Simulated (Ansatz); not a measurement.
# CH6OSiSn: basis-set convergence

Aim: see how fast density functionals converge with the basis set for CH6OSiSn.

Method: one geometry, several basis sets; program: Ansatz 0.2.0, Gaussian basis.

The runs, in order: PBE0-D4/def2-SVP; ωB97M-V/def2-SVP; PBE0-D4/def2-QZVPP; ωB97M-V/def2-QZVPP; the functionals' def2-TZVPP values are taken from earlier runs.

**1. Structure used throughout**

All runs share one geometry, relaxed beforehand with PBE0-D4 in a triple-zeta def2 set. Sn takes the def2 core potential; no spin-orbit term is included.

SMILES `[SnH3][SiH]1CO1`, 10 atoms, charge 0, spin multiplicity 1.

Atoms are counted from 1 here; the program's logs count them from 0.

Bond lengths: Sn1–Si2 2.553 Å, Sn1–H5 1.706 Å, Sn1–H6 1.707 Å, Sn1–H7 1.704 Å, Si2–C3 1.815 Å, Si2–O4 1.675 Å, Si2–H8 1.486 Å, C3–O4 1.462 Å, C3–H9 1.088 Å, C3–H10 1.088 Å. Angles: Si2–Sn1–H5 110.9°, Si2–Sn1–H6 110.2°, Si2–Sn1–H7 109.0°, H5–Sn1–H6 108.4°, H5–Sn1–H7 109.2°, H6–Sn1–H7 109.1°, Sn1–Si2–C3 121.9°, Sn1–Si2–O4 116.0°, Sn1–Si2–H8 117.1°, C3–Si2–O4 49.3°, C3–Si2–H8 118.8°, O4–Si2–H8 114.9°, Si2–C3–O4 60.3°, Si2–C3–H9 121.1°, Si2–C3–H10 121.9°, O4–C3–H9 113.1°, O4–C3–H10 113.4°, H9–C3–H10 113.9° and more.

Coordinates:

```
Sn   -1.22024    1.11245   -0.95088
Si   -0.11765   -0.83171    0.28339
C     1.51688   -0.67208    1.05643
O     1.39824   -1.28410   -0.26564
H    -1.80137    0.61470   -2.47539
H    -2.53544    1.71608   -0.04510
H    -0.07447    2.35541   -1.16579
H    -0.99642   -1.95771    0.69332
H     1.84648   -1.37103    1.82302
H     2.06708    0.26679    1.04954
```

**2. PBE0-D4 in def2-SVP**

in.yaml

```yaml
crystal:
  periodic: [false, false, false]
  atoms:
    - {symbol: Sn, position_ang: [-1.220239, 1.112447, -0.950879]}
    - {symbol: Si, position_ang: [-0.117648, -0.831706, 0.283387]}
    - {symbol: C, position_ang: [1.516879, -0.672083, 1.056430]}
    - {symbol: O, position_ang: [1.398245, -1.284098, -0.265638]}
    - {symbol: H, position_ang: [-1.801365, 0.614703, -2.475385]}
    - {symbol: H, position_ang: [-2.535438, 1.716077, -0.045102]}
    - {symbol: H, position_ang: [-0.074475, 2.355407, -1.165791]}
    - {symbol: H, position_ang: [-0.996419, -1.957706, 0.693320]}
    - {symbol: H, position_ang: [1.846480, -1.371028, 1.823019]}
    - {symbol: H, position_ang: [2.067081, 0.266786, 1.049540]}
basis:
  gaussian: {orbitals: def2-SVP}
hamiltonian: {xc: pbe0, dispersion: d4}
output: {orbitals: {seedname: orbitals}}
```

After this run come: ωB97M-V in def2-SVP; PBE0-D4 in def2-QZVPP; ωB97M-V in def2-QZVPP.

Before running them: what should the planned runs give, taken together? Wanted: PBE0-D4: double and triple zeta above quadruple; ωB97M-V: double and triple zeta above quadruple.

The runs gave:

| quantity | value |
| --- | --- |
| PBE0-D4: double and triple zeta above quadruple | 7.43, 0.51 eV |
| ωB97M-V: double and triple zeta above quadruple | 7.60, 0.49 eV |

For PBE0-D4 the step from double to triple zeta gains 6.93 eV and the next only 0.51 eV. These are total energies; as a rule much of such shifts cancels in differences, which this series doesn't test. The LUMO of ωB97M-V is positive and keeps falling with the basis (1.08 to 0.57 eV): an unbound level that the basis holds in place.
